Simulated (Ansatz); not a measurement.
# ZnFI: the cell at several levels of theory

How does the equilibrium cell of ZnFI (Janus 1T monolayer) depend on the functional? It is relaxed with PBE, r2SCAN, PBEsol, LDA and HSE06. This is a trial cell built on a prototype, not taken from a measured structure, and it needn't be the compound's ground state.

Program: Ansatz 0.2.0. PAW datasets, plane waves, zero pressure. These are computed values for a spin-unpolarised cell that may be hypothetical; none is a measurement.

### Step 1. The cell

In-plane lattice: a = 3.114 Å, b = 3.114 Å, γ = 120.0°; thickness between the outer nuclei 2.53 Å. Zn has 3 F at 2.20 Å and 3 I at 2.20 Å; F has 3 Zn at 2.20 Å; I has 3 Zn at 2.20 Å.

Structure file:

```
CELL_PARAMETERS angstrom
3.11431 0.00000 0.00000
-1.55716 2.69708 0.00000
0.00000 0.00000 18.00000
ATOMIC_POSITIONS crystal
Zn 0.00000 0.00000 0.50000
F 0.33333 0.66667 0.57030
I 0.66667 0.33333 0.42970
```
The sheet repeats along a and b alone.

### Step 2. Relaxing with PBE

Contents of input.yaml:

```yaml
crystal:
  lattice:
    - [3.11431418, 0.0, 0.0]
    - [-1.55715709, 2.6970751952, 0.0]
    - [0.0, 0.0, 18.0]
  atoms:
    - { symbol: Zn, position: [0.0, 0.0, 0.5] }
    - { symbol: F, position: [0.3333333333, 0.6666666667, 0.5703035713] }
    - { symbol: I, position: [0.6666666667, 0.3333333333, 0.4296964287] }
  periodic: [true, true, false]
kpoints:
  mp_grid: { grid: [12, 12, 1] }
hamiltonian:
  xc: pbe
scf:
  occupations: { method: fermi_dirac, width: 0.02 }
relax:
  f_tol: 0.005
  cell: {}
```

Launch:

```console
$ ansatz run input.yaml --threads 4 --pin off --max-ram 5529MiB --backend cpu --events-out ev --progress --plain --runs-dir out
```

The runs that follow: r2SCAN: cell and atoms; PBEsol: cell and atoms; Relaxing with LDA; Relaxing with HSE06.

Before running it: what results should come out? Wanted: for each run, a; area; SCF geometries.

As calculated:

| level | a (Å) | area (Å²/atom) | SCF geometries |
| --- | --- | --- | --- |
| PBE | 3.754 | 4.068 | 16 |
| r2SCAN | 3.716 | 3.987 | 7 |
| PBEsol | 3.679 | 3.908 | 8 |
| LDA | 3.631 | 3.807 | 9 |
| HSE06 | 3.718 | 3.991 | 4 |

In words: The first relaxation changed the area by +45.3 % from the start. LDA gives the smallest cell and PBE the largest; they differ by 6.9 % in area, a mean of 3.4 % in length. The meshes differ: PBE 12×12×1, r2SCAN 12×12×1, PBEsol 12×12×1, LDA 12×12×1, HSE06 6×6×1.
